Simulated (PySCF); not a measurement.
# H8OSeSi3: the cost of one run

Programs: PySCF 2.14.0, with density-fitted response routines of our own. Each step states its level of theory. These are calculated values for one molecule in the gas phase, unless marked as measured. Atoms are numbered from 0 throughout.

## (1) The starting structure

13 atoms, charge 0, multiplicity 1; geometry from: GFN2-xTB. The atoms were then displaced at random by about 0.01 Å, so the start is not that level's minimum.

Bonds of the start (Å): Si0–O1 1.65, O1–Si2 1.63, Si2–Si3 2.27, Si2–Se4 2.33, Si0–H5 1.42, Si0–H6 1.47, Si0–H7 1.48, Si2–H8 1.49, Si3–H9 1.50, Si3–H10 1.47, Si3–H11 1.46, Se4–H12 1.44.

## (2) Relaxing the molecule at PBE0-D3(BJ)/def2-SVP

The job: settings as JSON, then the geometry in Å.

```
{"job": {"xc": "PBE0", "basis": "def2-SVP", "d3": "d3bj", "grid": 1, "shake": 0.01, "kind": "geom"}, "charge": 0, "multiplicity": 1}
Si     2.482260     0.384090    -0.626500
O      0.892780     0.422390    -0.178500
Si    -0.468710    -0.109940     0.536220
Si    -2.176100     0.600020    -0.786870
Se    -0.318070    -2.420000     0.752320
H      3.057160    -0.851270    -0.222310
H      2.408440     0.549800    -2.082620
H      3.072530     1.560350     0.045330
H     -0.337530     0.288560     1.969590
H     -3.468660     0.534040    -0.024340
H     -2.388800    -0.240030    -1.970970
H     -2.014380     1.980130    -1.222760
H     -0.735110    -2.715040    -0.591880
```

The run is started by

```bash
$ OMP_NUM_THREADS=1 python probes_run.py task.json out
```

One launch serves the whole session: the jobs run in the order shown.

**Question.** How long does this first job take on 1 thread of Arm Neoverse V1, shared host, and how much memory does it need?

About 4.4 min, with a peak of 0.57 GiB.
